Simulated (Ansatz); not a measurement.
# InSb: the cost of one run

Method: DFT PBE, scalar-relativistic, plane waves, PAW, and further levels as typed in the inputs, in Ansatz 0.2.0.

**1. The starting structure**

The structure is orthorhombic, space group Imm2 (No. 44). Conventional cell: a = 4.536 Å, b = 4.582 Å, c = 6.480 Å, α = 90.00°, β = 90.00°, γ = 90.00°. Around In (site symmetry mm2) lie 4 Sb at 2.79 to 2.81 Å. Sb (site symmetry mm2) is surrounded by 4 In at 2.79 to 2.81 Å.

Structure file:

```
CELL_PARAMETERS angstrom
4.58205 0.00000 0.00000
0.00000 6.48000 0.00000
0.00000 0.00000 4.53623
ATOMIC_POSITIONS crystal
In 0.00000 0.00000 0.00000
Sb 0.50000 0.25000 0.00000
In 0.50000 0.50000 0.50000
Sb 0.00000 0.75000 0.50000
```

**2. Single point: InSb, no spin**

Input file input.yaml:

```yaml
crystal:
  lattice:
    - [4.5820519421, 0.0, 0.0]
    - [0.0, 6.48, 0.0]
    - [0.0, 0.0, 4.5362314227]
  atoms:
    - { symbol: In, position: [0.0, 0.0, 0.0] }
    - { symbol: Sb, position: [0.5, 0.25, 0.0] }
    - { symbol: In, position: [0.5, 0.5, 0.5] }
    - { symbol: Sb, position: [0.0, 0.75, 0.5] }
scf:
  occupations: { method: gaussian, width: 0.01 }
  n_extra_bands: 4
output:
  write_density: true
  write_potential: true
  elf: true
  volumetric_format: npy
kpoints:
  mp_grid: { grid: [6, 4, 6] }
hamiltonian:
  xc: pbe
```

Started as:

```console
$ ansatz run input.yaml --threads 4 --pin off --max-ram 11264MiB --backend cpu --events-out ev --progress --plain --runs-dir out
```

What time and memory should one allow on 4 threads of Intel Xeon Platinum 8259CL at 2.50GHz (Skylake/Cascade Lake), shared host?

About 4.3 s, with a peak of 0.55 GiB.
